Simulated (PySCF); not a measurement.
# OZr: levels of theory, part 1 of 2

The task, for OZr: compare levels of theory; the runs are relaxation and vibrations and intensities.

Computed with PySCF 2.14.0 (relaxation, HF, def2-tzvpd, and further levels as typed in the inputs, unless a step's input says otherwise).

1 further run of the same task is left out (for a faulty analytic Hessian).

### 1 The structure to begin with

Bond lengths: Zr1–O2 1.710 Å.

As a file:

```xyz
2

Zr    0.0000    0.0000    0.0000
O     0.0000    0.0000    1.7100
```

### 2 Relaxation: OZr

The input, run.py:

```python
from pyscf import gto, scf
from pyscf.geomopt.geometric_solver import optimize
mol = gto.M(atom="mol.xyz", basis="def2-tzvpd", verbose=4)
mol.set(ecp='def2-tzvpd').build()
mf = scf.RHF(mol).run(conv_tol=1e-9)
m = optimize(mf, maxsteps=60)
print("optimised structure (A):")
for k in range(m.natm): print(m.atom_symbol(k), *(f"{x:.8f}" for x in m.atom_coords(unit="A")[k]))
```

Launch:

```sh
> python run.py
```

The log of the run:

```text
[INPUT] num. atoms = 2
[INPUT] num. electrons = 48
[INPUT] charge = 0
[INPUT] spin (= nelec alpha-beta = 2S) = 0
[INPUT] symmetry False subgroup None
[INPUT] Mole.unit = angstrom
[INPUT] Symbol           X                Y                Z      unit          X                Y                Z       unit  Magmom
[INPUT]  1 Zr     0.000000000000   0.000000000000   0.000000000000 AA    0.000000000000   0.000000000000   0.000000000000 Bohr   0.0
[INPUT]  2 O      0.000000000000   0.000000000000   1.710000000000 AA    0.000000000000   0.000000000000   3.231431673006 Bohr   0.0

nuclear repulsion = 99.0273143242105
number of shells = 28
number of NR pGTOs = 115
number of NR cGTOs = 80
basis = def2-tzvpd
ecp = {}

WARN: ECP not specified. The basis set def2-tzvpd include an ECP. Recommended ECP: def2-TZVPD.

******** <class 'pyscf.scf.hf.RHF'> ********
method = RHF
initial guess = minao
damping factor = 0
level_shift factor = 0
DIIS = <class 'pyscf.scf.diis.CDIIS'>
diis_start_cycle = 1
diis_space = 8
diis_damp = 0
SCF conv_tol = 1e-09
SCF conv_tol_grad = None
SCF max_cycles = 50
direct_scf = True
direct_scf_tol = 1e-13
Set gradient conv threshold to 3.16228e-05
Initial guess from minao.
init E= -115.54636421155
  HOMO = -0.385332194378837  LUMO = -0.289811980275874  gap/eV = 2.59924
cycle= 1 E= -121.214821152983  delta_E= -5.67  |g|= 0.948  |ddm|= 4.12
  HOMO = -0.244137401938988  LUMO = -0.00132740926179253  gap/eV = 6.60720
cycle= 2 E= -121.070448565817  delta_E= 0.144  |g|= 1.26  |ddm|= 1.32
  HOMO = -0.230224194478374  LUMO = 0.0210070705781423  gap/eV = 6.83635
cycle= 3 E= -121.384495118358  delta_E= -0.314  |g|= 0.115  |ddm|= 0.82
  HOMO = -0.248560013221628  LUMO = 0.0105386279566697  gap/eV = 7.05043
cycle= 4 E= -121.387945270711  delta_E= -0.00345  |g|= 0.0183  |ddm|= 0.165
  HOMO = -0.246590947531416  LUMO = 0.0117039631306055  gap/eV = 7.02856
cycle= 5 E= -121.388220283432  delta_E= -0.000275  |g|= 0.00812  |ddm|= 0.068
  HOMO = -0.246920363022909  LUMO = 0.0113522147314716  gap/eV = 7.02795
cycle= 6 E= -121.38828920652  delta_E= -6.89e-05  |g|= 0.00289  |ddm|= 0.0289
  HOMO = -0.247285363853504  LUMO = 0.0110554180760164  gap/eV = 7.02981
cycle= 7 E= -121.388304189511  delta_E= -1.5e-05  |g|= 0.00126  |ddm|= 0.0149
  HOMO = -0.247309162578667  LUMO = 0.011058535509375  gap/eV = 7.03054
cycle= 8 E= -121.388306855666  delta_E= -2.67e-06  |g|= 0.000374  |ddm|= 0.011
  HOMO = -0.247316337893103  LUMO = 0.0110649255535196  gap/eV = 7.03091
cycle= 9 E= -121.388307032753  delta_E= -1.77e-07  |g|= 8.02e-05  |ddm|= 0.00346
  HOMO = -0.247314961375015  LUMO = 0.0110620546324272  gap/eV = 7.03080
cycle= 10 E= -121.388307040307  delta_E= -7.55e-09  |g|= 3.1e-05  |ddm|= 0.000442
  HOMO = -0.247314275573654  LUMO = 0.0110612915162197  gap/eV = 7.03076
cycle= 11 E= -121.388307041692  delta_E= -1.39e-09  |g|= 6.66e-06  |ddm|= 0.000275
  HOMO = -0.247313994757299  LUMO = 0.0110615272300414  gap/eV = 7.03076
cycle= 12 E= -121.388307041755  delta_E= -6.29e-11  |g|= 9.33e-07  |ddm|= 3.62e-05
  HOMO = -0.24731399495866  LUMO = 0.0110615731295676  gap/eV = 7.03076
Extra cycle  E= -121.388307041756  delta_E= -8.81e-13  |g|= 4.07e-07  |ddm|= 7.38e-06
converged SCF energy = -121.388307041756
Create scanner for <class 'pyscf.grad.rhf.Gradients'>
Create scanner for <class 'pyscf.scf.hf.RHF'>

Geometry optimization cycle 1
Cartesian coordinates (Angstrom)
 Atom        New coordinates             dX        dY        dZ
  Zr   0.000000   0.000000   0.000000    0.000000  0.000000  0.000000
   O   0.000000   0.000000   1.710000    0.000000  0.000000  0.000000

WARN: Mole.unit (angstrom) is changed to Bohr

New geometry
   1 Zr     0.000000000000   0.000000000000   0.000000000000 AA    0.000000000000   0.000000000000   0.000000000000 Bohr
   2 O      0.000000000000   0.000000000000   1.710000000000 AA    0.000000000000   0.000000000000   3.231431673006 Bohr

******** <class 'pyscf.scf.hf.RHF_Scanner'> ********
method = RHF_Scanner
initial guess = minao
damping factor = 0
level_shift factor = 0
DIIS = <class 'pyscf.scf.diis.CDIIS'>
diis_start_cycle = 1
diis_space = 8
diis_damp = 0
SCF conv_tol = 1e-09
SCF conv_tol_grad = None
SCF max_cycles = 50
direct_scf = True
direct_scf_tol = 1e-13
Set gradient conv threshold to 3.16228e-05
init E= -121.388307041756
  HOMO = -0.247313991678165  LUMO = 0.0110616015704798  gap/eV = 7.03076
cycle= 1 E= -121.388307041756  delta_E= -2.27e-13  |g|= 2.07e-07  |ddm|= 2.35e-06
  HOMO = -0.247313993234151  LUMO = 0.0110616110874019  gap/eV = 7.03076
Extra cycle  E= -121.388307041756  delta_E= -5.68e-14  |g|= 1.16e-07  |ddm|= 8.06e-07
converged SCF energy = -121.388307041756

******** <class 'pyscf.grad.rhf.Gradients_Scanner'> for <class 'pyscf.scf.hf.RHF_Scanner'> ********
unit = Eh/Bohr
--------------- RHF_Scanner gradients ---------------
         x                y                z
0 Zr     0.0000000000    -0.0000000000    -0.0225031209
1 O    -0.0000000000     0.0000000000     0.0225031209
----------------------------------------------
cycle 1: E = -121.388307042  dE = -121.388  norm(grad) = 0.0318242

Geometry optimization cycle 2
Cartesian coordinates (Angstrom)
 Atom        New coordinates             dX        dY        dZ
  Zr  -0.000000   0.000000   0.017152   -0.000000  0.000000  0.017152
   O   0.000000  -0.000000   1.692848    0.000000 -0.000000 -0.017152
New geometry
   1 Zr    -0.000000000000   0.000000000000   0.017152208104 AA   -0.000000000000   0.000000000000   0.032412975748 Bohr
   2 O      0.000000000000  -0.000000000000   1.692847791896 AA    0.000000000000  -0.000000000000   3.199018697258 Bohr

******** <class 'pyscf.scf.hf.RHF_Scanner'> ********
method = RHF_Scanner
initial guess = minao
damping factor = 0
level_shift factor = 0
DIIS = <class 'pyscf.scf.diis.CDIIS'>
diis_start_cycle = 1
diis_space = 8
diis_damp = 0
SCF conv_tol = 1e-09
SCF conv_tol_grad = None
SCF max_cycles = 50
direct_scf = True
direct_scf_tol = 1e-13
Set gradient conv threshold to 3.16228e-05
init E= -121.407947939982
  HOMO = -0.243815296387691  LUMO = 0.0134410514062764  gap/eV = 7.00030
cycle= 1 E= -121.388386744539  delta_E= 0.0196  |g|= 0.0236  |ddm|= 0.0658
  HOMO = -0.242989863687885  LUMO = 0.0133971283446702  gap/eV = 6.97665
cycle= 2 E= -121.388422064395  delta_E= -3.53e-05  |g|= 0.0245  |ddm|= 0.0462
  HOMO = -0.243947311199324  LUMO = 0.0126688853756752  gap/eV = 6.98288
cycle= 3 E= -121.388539385286  delta_E= -0.000117  |g|= 0.00333  |ddm|= 0.0145
  HOMO = -0.243941372360787  LUMO = 0.012574777257337  gap/eV = 6.98016
cycle= 4 E= -121.38854292987  delta_E= -3.54e-06  |g|= 0.00102  |ddm|= 0.00575
  HOMO = -0.243937233587236  LUMO = 0.01250219825982  gap/eV = 6.97807
cycle= 5 E= -121.388543869212  delta_E= -9.39e-07  |g|= 0.000337  |ddm|= 0.00471
  HOMO = -0.243904409511778  LUMO = 0.0125018027399067  gap/eV = 6.97717
cycle= 6 E= -121.388543983638  delta_E= -1.14e-07  |g|= 0.000139  |ddm|= 0.00158
  HOMO = -0.243913094448406  LUMO = 0.0124912722270322  gap/eV = 6.97712
cycle= 7 E= -121.388544003355  delta_E= -1.97e-08  |g|= 4.68e-05  |ddm|= 0.000468
  HOMO = -0.243912208555216  LUMO = 0.0124937154671218  gap/eV = 6.97716
cycle= 8 E= -121.38854400585  delta_E= -2.49e-09  |g|= 1.04e-05  |ddm|= 0.000147
  HOMO = -0.243912645963608  LUMO = 0.0124944468124741  gap/eV = 6.97719
cycle= 9 E= -121.388544006001  delta_E= -1.52e-10  |g|= 2.08e-06  |ddm|= 6.79e-05
  HOMO = -0.243912535405219  LUMO = 0.012494615362381  gap/eV = 6.97719
Extra cycle  E= -121.388544006006  delta_E= -4.38e-12  |g|= 1.08e-06  |ddm|= 9.58e-06
converged SCF energy = -121.388544006006

******** <class 'pyscf.grad.rhf.Gradients_Scanner'> for <class 'pyscf.scf.hf.RHF_Scanner'> ********
unit = Eh/Bohr
--------------- RHF_Scanner gradients ---------------
         x                y                z
0 Zr     0.0000000000     0.0000000000     0.0161629855
1 O    -0.0000000000    -0.0000000000    -0.0161629855
----------------------------------------------
cycle 2: E = -121.388544006  dE = -0.000236964  norm(grad) = 0.0228579

Geometry optimization cycle 3
Cartesian coordinates (Angstrom)
 Atom        New coordinates             dX        dY        dZ
  Zr  -0.000000   0.000000   0.009982   -0.000000 -0.000000 -0.007170
   O   0.000000  -0.000000   1.700018    0.000000  0.000000  0.007170
New geometry
   1 Zr    -0.000000000000   0.000000000000   0.009982339795 AA   -0.000000000000   0.000000000000   0.018863888295 Bohr
   2 O      0.000000000000  -0.000000000000   1.700017660204 AA    0.000000000000  -0.000000000000   3.212567784709 Bohr

******** <class 'pyscf.scf.hf.RHF_Scanner'> ********
method = RHF_Scanner
initial guess = minao
damping factor = 0
level_shift factor = 0
DIIS = <class 'pyscf.scf.diis.CDIIS'>
diis_start_cycle = 1
diis_space = 8
diis_damp = 0
SCF conv_tol = 1e-09
SCF conv_tol_grad = None
SCF max_cycles = 50
direct_scf = True
direct_scf_tol = 1e-13
Set gradient conv threshold to 3.16228e-05
init E= -121.381548569357
  HOMO = -0.245267012547313  LUMO = 0.0115958279513417  gap/eV = 6.98959
cycle= 1 E= -121.388722921226  delta_E= -0.00717  |g|= 0.00991  |ddm|= 0.028
  HOMO = -0.245753251278146  LUMO = 0.0114984351201208  gap/eV = 7.00017
cycle= 2 E= -121.388728741981  delta_E= -5.82e-06  |g|= 0.0104  |ddm|= 0.0199
  HOMO = -0.245332631627889  LUMO = 0.0118245592314942  gap/eV = 6.99760
cycle= 3 E= -121.388750125415  delta_E= -2.14e-05  |g|= 0.00143  |ddm|= 0.00618
  HOMO = -0.245329368875435  LUMO = 0.0118711416998397  gap/eV = 6.99878
cycle= 4 E= -121.388750788066  delta_E= -6.63e-07  |g|= 0.00044  |ddm|= 0.00248
  HOMO = -0.245332825057151  LUMO = 0.0119020845705138  gap/eV = 6.99972
cycle= 5 E= -121.388750967572  delta_E= -1.8e-07  |g|= 0.000148  |ddm|= 0.00206
  HOMO = -0.24534718167676  LUMO = 0.0119018862327085  gap/eV = 7.00010
cycle= 6 E= -121.388750990523  delta_E= -2.3e-08  |g|= 6.3e-05  |ddm|= 0.000685
  HOMO = -0.245343376688815  LUMO = 0.01190639754814  gap/eV = 7.00012
cycle= 7 E= -121.388750994667  delta_E= -4.14e-09  |g|= 2.14e-05  |ddm|= 0.000205
  HOMO = -0.245343741987888  LUMO = 0.0119052613751931  gap/eV = 7.00010
cycle= 8 E= -121.388750995199  delta_E= -5.32e-10  |g|= 4.65e-06  |ddm|= 6.98e-05
  HOMO = -0.245343535918213  LUMO = 0.0119051030198962  gap/eV = 7.00009
Extra cycle  E= -121.388750995222  delta_E= -2.23e-11  |g|= 2.51e-06  |ddm|= 1.96e-05
converged SCF energy = -121.388750995222

******** <class 'pyscf.grad.rhf.Gradients_Scanner'> for <class 'pyscf.scf.hf.RHF_Scanner'> ********
unit = Eh/Bohr
--------------- RHF_Scanner gradients ---------------
         x                y                z
0 Zr    -0.0000000000     0.0000000000    -0.0007103691
1 O     0.0000000000    -0.0000000000     0.0007103691
----------------------------------------------
cycle 3: E = -121.388750995  dE = -0.000206989  norm(grad) = 0.00100461

Geometry optimization cycle 4
Cartesian coordinates (Angstrom)
 Atom        New coordinates             dX        dY        dZ
  Zr  -0.000000  -0.000000   0.010284    0.000000 -0.000000  0.000302
   O   0.000000   0.000000   1.699716   -0.000000  0.000000 -0.000302
New geometry
   1 Zr    -0.000000000000  -0.000000000000   0.010284191625 AA   -0.000000000000  -0.000000000000   0.019434305584 Bohr
   2 O      0.000000000000   0.000000000000   1.699715808372 AA    0.000000000000   0.000000000000   3.211997367418 Bohr

******** <class 'pyscf.scf.hf.RHF_Scanner'> ********
method = RHF_Scanner
initial guess = minao
damping factor = 0
level_shift factor = 0
DIIS = <class 'pyscf.scf.diis.CDIIS'>
diis_start_cycle = 1
diis_space = 8
diis_damp = 0
SCF conv_tol = 1e-09
SCF conv_tol_grad = None
SCF max_cycles = 50
direct_scf = True
direct_scf_tol = 1e-13
Set gradient conv threshold to 3.16228e-05
init E= -121.389065866269
  HOMO = -0.245284223007019  LUMO = 0.0119449390651181  gap/eV = 6.99956
cycle= 1 E= -121.388751363592  delta_E= 0.000315  |g|= 0.000417  |ddm|= 0.00116
  HOMO = -0.245266720904148  LUMO = 0.0119466621965889  gap/eV = 6.99913
cycle= 2 E= -121.388751373687  delta_E= -1.01e-08  |g|= 0.000438  |ddm|= 0.000827
  HOMO = -0.245284168550135  LUMO = 0.0119331871413526  gap/eV = 6.99924
cycle= 3 E= -121.388751411442  delta_E= -3.78e-08  |g|= 5.94e-05  |ddm|= 0.000259
  HOMO = -0.245284164536368  LUMO = 0.0119313569388038  gap/eV = 6.99919
cycle= 4 E= -121.388751412572  delta_E= -1.13e-09  |g|= 1.8e-05  |ddm|= 0.000103
  HOMO = -0.245284042150278  LUMO = 0.0119300551955598  gap/eV = 6.99915
cycle= 5 E= -121.38875141287  delta_E= -2.98e-10  |g|= 5.92e-06  |ddm|= 8.53e-05
  HOMO = -0.245283496295851  LUMO = 0.0119301764639917  gap/eV = 6.99914
Extra cycle  E= -121.388751412897  delta_E= -2.71e-11  |g|= 4.39e-06  |ddm|= 1.89e-05
converged SCF energy = -121.388751412897

******** <class 'pyscf.grad.rhf.Gradients_Scanner'> for <class 'pyscf.scf.hf.RHF_Scanner'> ********
unit = Eh/Bohr
--------------- RHF_Scanner gradients ---------------
         x                y                z
0 Zr     0.0000000000    -0.0000000000    -0.0000203166
1 O    -0.0000000000     0.0000000000     0.0000203166
----------------------------------------------
cycle 4: E = -121.388751413  dE = -4.17676e-07  norm(grad) = 2.8732e-05
optimised structure (A):
Zr -0.00000000 -0.00000000 0.01028419
O 0.00000000 0.00000000 1.69971581
```

Run time: 12 s. Hardware: 2 threads of Intel Xeon Platinum 8259CL at 2.50GHz (Skylake/Cascade Lake), shared host.

### 3 Vibrations and intensities: vibrations and intensities, HF, def2-tzvpd

It takes the final geometry of step 2.

The input, run.py:

```python
from pyscf import gto, scf
from pyscf.hessian import thermo
mol = gto.M(atom="mol.xyz", basis="def2-tzvpd", verbose=4)
mol.set(ecp='def2-tzvpd').build()
mf = scf.RHF(mol).run(conv_tol=1e-9)
h = mf.Hessian().kernel()
f = thermo.harmonic_analysis(mol, h)
x = mol.atom_coords(); mol.verbose = 0
def dipole(d):
    m = mol.set_geom_(x + d, unit="Bohr", inplace=False)
    return scf.RHF(m).run(mf.make_rdm1(), conv_tol=1e-10).dip_moment(unit='AU', verbose=0)
print("harmonic vibrations: frequency (1/cm), infrared intensity (km/mol)")
for w, q in zip(f["freq_wavenumber"], f["norm_mode"]):
    d = (dipole(0.05 * q) - dipole(-0.05 * q)) / 0.1
    print(f"  {w.real - w.imag:9.2f} {974.88 * d @ d:9.2f}")
```

Launch:

```sh
> python run.py
```

The log of the run:

```text
[INPUT] num. atoms = 2
[INPUT] num. electrons = 48
[INPUT] charge = 0
[INPUT] spin (= nelec alpha-beta = 2S) = 0
[INPUT] symmetry False subgroup None
[INPUT] Mole.unit = angstrom
[INPUT] Symbol           X                Y                Z      unit          X                Y                Z       unit  Magmom
[INPUT]  1 Zr     0.000000000000   0.000000000000   0.010284190000 AA    0.000000000000   0.000000000000   0.019434302513 Bohr   0.0
[INPUT]  2 O      0.000000000000   0.000000000000   1.699715810000 AA    0.000000000000   0.000000000000   3.211997370493 Bohr   0.0

nuclear repulsion = 100.23294550057
number of shells = 28
number of NR pGTOs = 115
number of NR cGTOs = 80
basis = def2-tzvpd
ecp = {}

WARN: ECP not specified. The basis set def2-tzvpd include an ECP. Recommended ECP: def2-TZVPD.

******** <class 'pyscf.scf.hf.RHF'> ********
method = RHF
initial guess = minao
damping factor = 0
level_shift factor = 0
DIIS = <class 'pyscf.scf.diis.CDIIS'>
diis_start_cycle = 1
diis_space = 8
diis_damp = 0
SCF conv_tol = 1e-09
SCF conv_tol_grad = None
SCF max_cycles = 50
direct_scf = True
direct_scf_tol = 1e-13
Set gradient conv threshold to 3.16228e-05
[... 1 set-up line as earlier in the session ...]
init E= -115.570445206081
  HOMO = -0.385713880158221  LUMO = -0.290348267943244  gap/eV = 2.59503
cycle= 1 E= -121.218365946014  delta_E= -5.65  |g|= 0.944  |ddm|= 4.19
  HOMO = -0.242952494084921  LUMO = 0.000983425490792458  gap/eV = 6.63783
cycle= 2 E= -121.095466345784  delta_E= 0.123  |g|= 1.21  |ddm|=  1.3
  HOMO = -0.228395017295625  LUMO = 0.0217793922596453  gap/eV = 6.80759
cycle= 3 E= -121.384997423655  delta_E= -0.29  |g|= 0.115  |ddm|= 0.791
  HOMO = -0.24643898424538  LUMO = 0.0115547502433057  gap/eV = 7.02037
cycle= 4 E= -121.388401299353  delta_E= -0.0034  |g|= 0.018  |ddm|= 0.162
  HOMO = -0.244570257625316  LUMO = 0.0125873285532436  gap/eV = 6.99761
cycle= 5 E= -121.388669252542  delta_E= -0.000268  |g|= 0.00797  |ddm|= 0.0679
  HOMO = -0.244907786991874  LUMO = 0.0122063178801453  gap/eV = 6.99643
cycle= 6 E= -121.388735661722  delta_E= -6.64e-05  |g|= 0.00275  |ddm|= 0.029
  HOMO = -0.245257207220579  LUMO = 0.0119191851016909  gap/eV = 6.99813
cycle= 7 E= -121.388749084126  delta_E= -1.34e-05  |g|= 0.00116  |ddm|= 0.0144
  HOMO = -0.245277891659516  LUMO = 0.0119251801355219  gap/eV = 6.99885
cycle= 8 E= -121.388751270976  delta_E= -2.19e-06  |g|= 0.000329  |ddm|= 0.0104
  HOMO = -0.245285507177972  LUMO = 0.0119324868264057  gap/eV = 6.99926
cycle= 9 E= -121.388751405927  delta_E= -1.35e-07  |g|= 7.17e-05  |ddm|= 0.0032
  HOMO = -0.245284329600814  LUMO = 0.0119303838328543  gap/eV = 6.99917
cycle= 10 E= -121.388751411823  delta_E= -5.9e-09  |g|= 2.73e-05  |ddm|= 0.000368
  HOMO = -0.245283801714656  LUMO = 0.0119297269887658  gap/eV = 6.99914
cycle= 11 E= -121.388751412868  delta_E= -1.04e-09  |g|= 5.58e-06  |ddm|= 0.000243
  HOMO = -0.245283604035667  LUMO = 0.0119298600366971  gap/eV = 6.99913
cycle= 12 E= -121.388751412912  delta_E= -4.41e-11  |g|= 7.77e-07  |ddm|= 3.01e-05
  HOMO = -0.245283599562359  LUMO = 0.0119298931895737  gap/eV = 6.99914
Extra cycle  E= -121.388751412913  delta_E= -4.55e-13  |g|= 3.42e-07  |ddm|= 6.5e-06
converged SCF energy = -121.388751412913
harmonic vibrations: frequency (1/cm), infrared intensity (km/mol)
    1083.76    335.33
```

Wall time 24 s (2 threads of Intel Xeon Platinum 8259CL at 2.50GHz (Skylake/Cascade Lake), shared host).

Harmonic frequencies from the force constants, with isotope-averaged masses (PySCF's default) and rigid motions projected out (i: imaginary):

| mode | cm⁻¹ | IR (km/mol) |
| --- | --- | --- |
| 1 | 1084 | 335.3 |

(Continued in part 2 of 2.)
